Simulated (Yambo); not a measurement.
# MoS2 in Yambo: notebook, part 3 of 3

Yambo 5.3.0. Earlier steps stand in the parts before.

**5. Optical spectrum, PBEsol**

optics5.in

```
optics
chi
Chimod= "HARTREE"
% BndsRnXd
 1 | 28 |
%
NGsBlkXd= 2 Ry
% LongDrXd
 1 | 1 | 0 |
%
% QpntsRXd
 1 | 1 |
%
% EnRngeXd
 0 | 15 | eV
%
% DmRngeXd
 0.2 | 0.2 | eV
%
ETStpsXd= 300
% XfnQP_E
 1.46 | 1.0 | 1.0 |
%
```

scf.in

```
&CONTROL
  calculation = 'scf'
  prefix = 'pwscf'
  outdir = './tmp'
  pseudo_dir = './pseudo'
/
&SYSTEM
  ibrav = 0
  A = 3.18412608
  nat = 3
  ntyp = 2
  ecutwfc = 80
  nbnd = 20
  occupations = 'smearing'
  smearing = 'fd'
  degauss = 0.00367493
  force_symmorphic = .true.
/
&ELECTRONS
  conv_thr = 6d-10
  electron_maxstep = 120
  mixing_beta = 0.5
/
ATOMIC_SPECIES
Mo    95.9500 Mo.upf
S     32.0600 S.upf
CELL_PARAMETERS alat
   1.0000000007    0.0000000000    0.0000000000
  -0.5000000003    0.8660254044    0.0000000000
   0.0000000000    0.0000000000    5.4440683297
ATOMIC_POSITIONS alat
Mo     0.0000000000    0.0000000000    0.0000000000
S      0.0000000000    0.5773502696    4.9568624316
S      0.0000000000    0.5773502696    0.4872058982
K_POINTS automatic
12 12 2 0 0 0
```

nscf.in

```
&CONTROL
  calculation = 'nscf'
  prefix = 'pwscf'
  outdir = './tmp'
  pseudo_dir = './pseudo'
/
&SYSTEM
  ibrav = 0
  A = 3.18412608
  nat = 3
  ntyp = 2
  ecutwfc = 80
  nbnd = 133
  occupations = 'fixed'
  force_symmorphic = .true.
/
&ELECTRONS
  conv_thr = 1d-08
  diago_full_acc = .true.
  diago_thr_init = 1d-06
/
ATOMIC_SPECIES
Mo    95.9500 Mo.upf
S     32.0600 S.upf
CELL_PARAMETERS alat
   1.0000000007    0.0000000000    0.0000000000
  -0.5000000003    0.8660254044    0.0000000000
   0.0000000000    0.0000000000    5.4440683297
ATOMIC_POSITIONS alat
Mo     0.0000000000    0.0000000000    0.0000000000
S      0.0000000000    0.5773502696    4.9568624316
S      0.0000000000    0.5773502696    0.4872058982
K_POINTS automatic
3 3 1 0 0 0
```

Potentials or basis: PseudoDojo 0.4.1 SR PBEsol standard.

Started as:

```console
$ OMP_NUM_THREADS=1 pw.x -in scf.in > scf.out
$ OMP_NUM_THREADS=1 pw.x -in nscf.in > nscf.out
$ cd tmp/pwscf.save; p2y; mv SAVE ../..; cd ../..
$ OMP_NUM_THREADS=1 yambo
$ OMP_NUM_THREADS=1 yambo -F optics5.in -J optics5 -C optics5_out
```

Yambo's report:

```text
[... sections 02.01 to 02.04 as in the set-up run ...]

  [02.05] Energies & Occupations
  ==============================

  [X] === General ===
  [X] Electronic Temperature                        :  0.000000  0.000000 [eV K]
  [X] Bosonic    Temperature                        :  0.000000  0.000000 [eV K]
  [X] Finite Temperature mode                       : no
  [X] El. density                                   :  0.17082E+24 [cm-3]
  [X] Fermi Level                                   : -0.226921 [eV]

  [X] === Gaps and Widths ===
  [X] Conduction Band Min                           :  1.585870 [eV]
  [X] Valence Band Max                              :  0.000000 [eV]
  [X] Filled Bands                                  :  13
  [X] Empty Bands                                   :   14  133
  [X] Direct Gap                                    :  1.660470 [eV]
  [X] Direct Gap localized at k                     :  3
  [X] Indirect Gap                                  :  1.585870 [eV]
  [X] Indirect Gap between kpts                     :  1  3
  [X] Last valence band width                       :  1.021446 [eV]
  [X] 1st conduction band width                     :  1.140534 [eV]

 [03] Transferred momenta grid and indexing
 ==========================================

 IBZ Q-points                                      :  3
 BZ  Q-points                                      :   9

 K/Q-points units:
 rlu = crystal or reduced units; cc = cartesian coordinates; iku = interal k-units

 Q [1]          [rlu]:  0.000000  0.000000  0.000000
 Q [2]          [rlu]: -0.14242E-16  0.33333       0.0000
 Q [3]          [rlu]:  0.333333  0.333333  0.000000

 [04] External/Internal QP corrections
 =====================================

 [QP_apply] Action to be applied: USER defined scissor

  [04.01]  QP corrections report
  ==============================

  [X+QP] === General ===
  [X+QP] Electronic Temperature                     :  0.000000  0.000000 [eV K]
  [X+QP] Bosonic    Temperature                     :  0.000000  0.000000 [eV K]
  [X+QP] Finite Temperature mode                    : no
  [X+QP] El. density                                :  0.17082E+24 [cm-3]
  [X+QP] Fermi Level                                :  0.000000 [eV]

  [X+QP] === Gaps and Widths ===
  [X+QP] Conduction Band Min                        :  3.045870 [eV]
  [X+QP] Valence Band Max                           :  0.000000 [eV]
  [X+QP] Filled Bands                               :  13
  [X+QP] Empty Bands                                :   14  133
  [X+QP] Direct Gap                                 :  3.120470 [eV]
  [X+QP] Direct Gap localized at k                  :  3
  [X+QP] Indirect Gap                               :  3.045870 [eV]
  [X+QP] Indirect Gap between kpts                  :  1  3
  [X+QP] Last valence band width                    :  1.021446 [eV]
  [X+QP] 1st conduction band width                  :  1.140534 [eV]

  [coarse-grid] Minimum Bare Gap        [ev]:  1.585870
  [coarse-grid] Minimum Gap Correction  [ev]:  1.460000

  Eqp @ K [1]
  -60.81826 -34.99342 -34.77890 -34.77890 -14.14475 -12.78689  -5.69626  -2.71693
  -2.716931 -1.767206 -1.587672 -1.587672  0.000000  4.186404  4.186404  4.477431
    4.47743   6.82770   7.22520   7.50896   8.18378   9.68921  10.32920  11.08897
   12.10689  12.10689  13.55985  14.02209  14.17672  14.17672  15.43953  17.43858
  Eqp @ K [2]
  -60.78993 -35.06314 -34.93637 -34.84432 -12.82592 -12.26714  -5.33696  -4.23850
  -3.963011 -2.933826 -1.617311 -1.445981 -1.021446  3.641823  3.784938  4.817491
    5.55086   8.66102   8.96874   9.23680   9.77094   9.90247  11.04701  11.48234
   12.70810  12.95087  13.67074  13.93240  15.19317  15.25981  15.65504  15.97876
  Eqp @ K [3]
  -60.77571 -35.06327 -35.01835 -34.90771 -11.99129 -11.89683  -5.50080  -4.66228
  -4.157514 -3.604758 -2.916881 -2.144967 -0.074601  3.045870  4.506363  5.000784
    6.31537   8.58771   8.99349  10.98543  11.86182  12.63422  12.92407  13.10031
   13.28344  13.42757  13.83282  14.03601  14.11293  14.14265  14.67235  15.00777

 [05] Dipoles
 ============

  [05.01] Setup: observables and procedures
  =========================================

  [WARNING] [x,Vnl] slows the Dipoles computation. To neglect it rename the ns.kb_pp file
  [WF-Oscillators/G space/Transverse up loader] Normalization (few states)  min/max  :  0.57781E-17   1.0000

  [WR./optics5//ndb.dipoles]------------------------------------------------------
   Brillouin Zone Q/K grids (IBZ/BZ)                :   3   9   3   9
   RL vectors                                       :  15467 [WF]
   Fragmentation                                    : yes
   Electronic Temperature                           :  0.000000 [K]
   Bosonic    Temperature                           :  0.000000 [K]
   DIP band range                                   :   1  28
   DIP band range limits                            :  13  14
   DIP e/h energy range                             : -1.000000 -1.000000 [eV]
   RL vectors in the sum                            :  15467
   [r,Vnl] included                                 : yes
   Bands ordered                                    : yes
   Direct v evaluation                              : no
   Approach used                                    : G-space v
   Dipoles computed                                 : R V P [G-space]
   Wavefunctions                                    : Perdew, Burke & Ernzerhof SOL(X)+Perdew, Burke & Ernzerhof SOL(C)

  [WARNING] [r,Vnl^pseudo] included in position and velocity dipoles.

  [WARNING] In case H contains other non local terms, these are neglected

 [06] Optics
 ===========

 [X-CG] R(p) Tot o/o(of R):   510  1755   100
```

It took 3.2 min on 1 thread of Arm Neoverse V2, shared host; peak memory 0.35 GiB.

Results:

| Property | Result |
| --- | --- |
| Band gap on the k mesh, mean-field level | 1.59 eV, indirect (least direct gap 1.66 eV) |
| Electronic dielectric constant along the field | 5.23 |
| Electronic dielectric constant along the field, independent particles | 5.39 |

Dielectric function (along the field direction of the input):
```csv
energy (eV),real part,imaginary part
0.25,5.24,0.19
0.75,5.37,0.21
1.25,5.65,0.27
1.76,6.20,0.40
2.26,7.30,0.78
2.76,10.07,2.80
3.26,0.16,11.31
3.76,2.21,2.02
4.31,6.66,3.22
4.82,0.95,9.15
5.32,-1.89,4.35
5.82,-0.12,3.94
6.32,0.76,1.92
6.82,0.94,2.09
7.32,1.58,3.57
7.88,-2.11,4.09
8.38,-0.49,0.99
8.88,0.91,1.22
9.38,0.07,1.46
9.88,0.90,1.33
10.38,0.22,1.83
10.89,-0.50,1.74
11.44,0.26,0.89
11.94,0.47,1.71
12.44,0.68,1.63
12.94,-0.49,1.75
13.44,-0.60,0.97
13.95,-0.04,0.58
14.45,0.11,0.61
15.00,0.15,0.82
```

Caveat: the k mesh is coarse (spacing up to 0.76 Å⁻¹), so the values aren't converged; the scissor is the correction of the direct gap in an earlier G0W0 run on the same states; spectra need much finer meshes, so this one isn't converged; these spectra lack excitons.

**6. Overview**

| task | random integration of the Coulomb term | direction of the field or of q to 0 | broadening | states corrected | frequency dependence of W | gap on the mesh (eV) |
| --- | --- | --- | --- | --- | --- | --- |
| G0W0 quasiparticle levels | yes | x + y + z | 0.1 eV | Γ and the k points of the band edges | plasmon pole | - |
| Hartree-Fock levels | yes | - | - | Γ and the k points of the band edges | - | - |
| optical spectrum | - | x + y | 0.1 eV | - | - | 1.59 |
| optical spectrum | - | x + y | 0.2 eV | - | - | 1.59 |

Alike in all rows: level PBEsol; potentials or basis PseudoDojo 0.4.1 SR PBEsol standard; no spin polarisation; cell as given; k mesh 3 × 3 × 1; cutoff (eV) 1088; smearing fixed; the mesh is coarse, so values aren't converged.

Caveats: all runs use coarse meshes; spectra need much finer meshes, so this one isn't converged (some runs); this version prints the column dSc/dw multiplied by 27.2 (some runs); the terminator is approximate in this version, by hundredths of an eV (some runs); independent-particle spectra lack excitons (some runs); the scissor is the correction of the direct gap in an earlier G0W0 run on the same states (some runs); these spectra lack excitons (some runs).

Total energies depend on the potentials used, so only differences within one code and one set of settings carry meaning.
